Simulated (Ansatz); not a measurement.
# GaCu6Si: the cost of one run

Program: Ansatz 0.2.0. Level of theory: DFT PBE, scalar-relativistic, plane waves, PAW. These are calculated values, not measurements.

**1. The starting structure**

The cell holds 16 atoms (Cu12Ga2Si2): a = 5.972 Å, b = 5.972 Å, c = 5.972 Å, α = 90.00°, β = 90.00°, γ = 90.00°.

The sites of an ideal bcc lattice, at a guessed lattice constant, take 2 Si, 2 Ga, 12 Cu (sublattices apart by semicolons), with a shake of 0.02 Å. Warren-Cowley parameters of the first shell (negative: unlike neighbours preferred): Cu-Ga +0.00, Cu-Si +0.00, Ga-Si +0.00. In a cell this small the draw can fall short of the order aimed at.

As a file:

```
CELL_PARAMETERS angstrom
5.97209 0.00000 0.00000
0.00000 5.97209 0.00000
0.00000 0.00000 5.97209
ATOMIC_POSITIONS crystal
Si 0.00033 0.99011 0.49552
Si 0.24902 0.74812 0.75231
Cu 0.99905 0.00233 0.99741
Cu 0.48944 0.99648 0.99771
Cu 0.00306 0.50178 0.00405
Cu 0.25095 0.25055 0.24660
Cu 0.49837 0.50201 0.00370
Cu 0.50274 0.00126 0.50204
Cu 0.75092 0.24794 0.25385
Cu 0.99520 0.49714 0.49659
Cu 0.25052 0.74921 0.24764
Cu 0.25509 0.24818 0.74431
Cu 0.74871 0.74932 0.24782
Cu 0.75096 0.75103 0.74896
Ga 0.49626 0.49315 0.50449
Ga 0.75700 0.24914 0.74208
```

**2. Relaxation without symmetry, coarse mesh**

A cheap relaxation: coarse mesh, no symmetry, loose thresholds.

input.yaml

```yaml
crystal:
  lattice:
    - [5.9720926, 0.0, 0.0]
    - [0.0, 5.9720926, 0.0]
    - [0.0, 0.0, 5.9720926]
  atoms:
    - { symbol: Si, position: [0.0003302987, 0.9901058811, 0.4955205495] }
    - { symbol: Si, position: [0.2490214757, 0.7481203796, 0.752313722] }
    - { symbol: Cu, position: [0.9990468116, 0.0023337893, 0.9974115787] }
    - { symbol: Cu, position: [0.489441791, 0.9964786663, 0.9977139475] }
    - { symbol: Cu, position: [0.0030557288, 0.5017785928, 0.0040540207] }
    - { symbol: Cu, position: [0.2509503501, 0.2505527954, 0.2465965699] }
    - { symbol: Cu, position: [0.4983679527, 0.5020104401, 0.0036985141] }
    - { symbol: Cu, position: [0.5027369113, 0.001257838, 0.5020356889] }
    - { symbol: Cu, position: [0.7509183723, 0.2479365113, 0.253851863] }
    - { symbol: Cu, position: [0.9952010181, 0.4971354522, 0.4965857509] }
    - { symbol: Cu, position: [0.2505178809, 0.7492120518, 0.2476422311] }
    - { symbol: Cu, position: [0.2550874519, 0.2481788853, 0.7443056216] }
    - { symbol: Cu, position: [0.7487098024, 0.7493247158, 0.2478156701] }
    - { symbol: Cu, position: [0.7509569967, 0.7510273682, 0.7489625859] }
    - { symbol: Ga, position: [0.4962583354, 0.4931458743, 0.5044921408] }
    - { symbol: Ga, position: [0.7570004255, 0.2491388195, 0.7420752861] }
  symmetry: { detect: false }
basis:
  ecutwfc: 420
kpoints:
  mp_grid: { grid: [2, 2, 2], shift: [0.5, 0.5, 0.5] }
hamiltonian:
  xc: pbe
scf:
  occupations: { method: gaussian, width: 0.1 }
  lower_state_search: "off"
output:
  forces: true
  stress: true
  eigenvalues: true
relax:
  adjacent_minimum: "off"
  f_tol: 0.04
  max_steps: 50
  cell: { stress_tol: 0.3 }
```

Started as:

```
$ ansatz run input.yaml --threads 4 --pin off --max-ram 9216MiB --backend cpu --events-out ev --progress --plain --runs-dir out
```

**Question.** How long does this run take on 4 threads of Intel Xeon Platinum 8488C (Sapphire Rapids), shared host, and how much memory does it need?

About 3 min, with a peak of 0.99 GiB.
